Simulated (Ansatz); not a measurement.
**Co: a relaxation**

The task: find the equilibrium cell of Co.

Program: Ansatz 0.2.0. Level of theory: DFT PBEsol, scalar-relativistic, plane waves, PAW. These are calculated values, not measurements.

1 further run of the same task is left out (set aside as unsound or not needed).

## (1) The structure to begin with

Symmetry: Fd-3m, No. 227, cubic system. The conventional cell has a = 6.435 Å, b = 6.435 Å, c = 6.435 Å, α = 90.00°, β = 90.00°, γ = 90.00°. Co (site symmetry -43m) is surrounded by 16 Co at 2.67 to 2.79 Å. Co (site symmetry -3m) has 6 Co at 2.28 Å as nearest neighbours.

As a file:

```
Co
1.0
     0.00000    3.21737    3.21737
     3.21737    0.00000    3.21737
     3.21737    3.21737    0.00000
Co
6
Direct
  0.25000 0.25000 0.25000
  0.00000 0.00000 0.00000
  0.62500 0.62500 0.12500
  0.62500 0.12500 0.62500
  0.12500 0.62500 0.62500
  0.62500 0.62500 0.62500
```

Source of the structure: the Materials Project (structure only).

(A quick probe on a coarse mesh, which set the mesh and smearing, is not shown.)

## (3) Full relaxation

File input.yaml:

```yaml
crystal:
  lattice:
    - [0.0, 3.21737176, 3.21737176]
    - [3.21737176, 0.0, 3.21737176]
    - [3.21737176, 3.21737176, 0.0]
  atoms:
    - { symbol: Co, position: [0.25, 0.25, 0.25], spin: 1.98 }
    - { symbol: Co, position: [0.0, 0.0, 0.0], spin: 1.98 }
    - { symbol: Co, position: [0.625, 0.625, 0.125], spin: 1.91 }
    - { symbol: Co, position: [0.625, 0.125, 0.625], spin: 1.91 }
    - { symbol: Co, position: [0.125, 0.625, 0.625], spin: 1.91 }
    - { symbol: Co, position: [0.625, 0.625, 0.625], spin: 1.91 }
basis:
  ecutwfc: 420
kpoints:
  mp_grid: { grid: [10, 10, 10] }
hamiltonian:
  xc: pbesol
scf:
  occupations: { method: gaussian, width: 0.1 }
output:
  forces: true
  stress: true
  eigenvalues: true
  populations: true
magnetization:
  spin_polarized: true
relax:
  adjacent_minimum: "off"
  f_tol: 0.005
  max_steps: 80
  cell: { stress_tol: 0.05 }
```

Command:

```
$ ansatz run input.yaml --threads 1 --pin off --max-ram 2560MiB --backend cpu --events-out ev --progress --plain --runs-dir out
```

Q: Predict the outcome of this session. Wanted: relaxed cell; volume; total moment; gap on the mesh.

As calculated:

| quantity | value |
| --- | --- |
| relaxed cell (conventional) | a = 6.414 Å, b = 6.414 Å, c = 6.414 Å, α = 90.00°, β = 90.00°, γ = 90.00° |
| space group (0.01 Å) | Fd-3m (No. 227) |
| volume | 10.99 Å³/atom |
| total moment | 10.31 μB/cell |
| gap on the mesh | none (metal) |

In words: The relaxed volume is 1.0 % smaller than at the start.
